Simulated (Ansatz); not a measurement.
# C₂H₅F₃GeO: basis-set convergence

An exercise on one series of results from a longer session: the logs are not shown, and one member is left open.

The runs use Ansatz 0.2.0, Gaussian basis; one geometry, several basis sets.

Levels to be run: PBE0-D4/def2-SVP; ωB97M-V/def2-SVP; PBE0-D4/def2-QZVPP; ωB97M-V/def2-QZVPP; the functionals' def2-TZVPP values are taken from earlier runs.

**Structure used throughout**

All runs share one geometry, relaxed beforehand with PBE0-D4 in a triple-zeta def2 set.

SMILES `CC[O][Ge]([F])([F])[F]`, 12 atoms, charge 0, spin multiplicity 1.

Atoms are counted from 1 here; the program's logs count them from 0.

Bond lengths: C1–C2 1.505 Å, C1–H8 1.092 Å, C1–H9 1.091 Å, C1–H10 1.091 Å, C2–O3 1.436 Å, C2–H11 1.095 Å, C2–H12 1.095 Å, O3–Ge4 1.723 Å, Ge4–F5 1.706 Å, Ge4–F6 1.706 Å, Ge4–F7 1.697 Å. Angles: C2–C1–H8 109.9°, C2–C1–H9 110.6°, C2–C1–H10 110.6°, H8–C1–H9 108.5°, H8–C1–H10 108.5°, H9–C1–H10 108.6°, C1–C2–O3 107.9°, C1–C2–H11 110.7°, C1–C2–H12 110.7°, O3–C2–H11 109.6°, O3–C2–H12 109.7°, H11–C2–H12 108.2°, C2–O3–Ge4 120.4°, O3–Ge4–F5 112.7°, O3–Ge4–F6 112.7°, O3–Ge4–F7 108.8°, F5–Ge4–F6 106.0°, F5–Ge4–F7 108.2° and more.

The first run:

Input file in.yaml:

```yaml
crystal:
  periodic: [false, false, false]
  atoms:
    - {symbol: C, position_ang: [1.124018, 0.244559, 1.613636]}
    - {symbol: C, position_ang: [-0.026372, 0.351556, 0.649324]}
    - {symbol: O, position_ang: [0.301888, -0.418277, -0.517014]}
    - {symbol: Ge, position_ang: [-0.808588, -0.528493, -1.829886]}
    - {symbol: F, position_ang: [-1.162495, 0.989426, -2.523215]}
    - {symbol: F, position_ang: [-2.309002, -1.195924, -1.367661]}
    - {symbol: F, position_ang: [-0.136574, -1.516558, -3.034244]}
    - {symbol: H, position_ang: [0.907668, 0.820471, 2.516359]}
    - {symbol: H, position_ang: [1.291828, -0.795588, 1.897774]}
    - {symbol: H, position_ang: [2.039305, 0.634023, 1.164893]}
    - {symbol: H, position_ang: [-0.197905, 1.395251, 0.364736]}
    - {symbol: H, position_ang: [-0.946771, -0.035748, 1.099396]}
basis:
  gaussian: {orbitals: def2-SVP}
hamiltonian: {xc: pbe0, dispersion: d4}
output: {orbitals: {seedname: orbitals}}
```

Command:

```
$ ansatz run in.yaml --threads 4 --pin off --events-out ev --progress --plain --max-ram 11315MiB
```

Steps of the session up to this table: PBE0-D4 in def2-SVP; ωB97M-V in def2-SVP; PBE0-D4 in def2-QZVPP; ωB97M-V in def2-QZVPP.

One table of the session follows, with a row left open; its other results are not shown here.

It belongs to the step «Density functionals: the series». 

```
functional       basis  HOMO (eV)
   PBE0-D4    def2-SVP      -9.12
   PBE0-D4  def2-TZVPP      -9.17
   PBE0-D4  def2-QZVPP      -9.20
   ωB97M-V    def2-SVP     -11.52
   ωB97M-V  def2-TZVPP     -11.59
   ωB97M-V  def2-QZVPP          ?
```

**Question.** Estimate the row for ωB97M-V, def2-QZVPP.

**Answer.** HOMO (eV): -11.63. In the column «HOMO (eV)» it is the lowest.
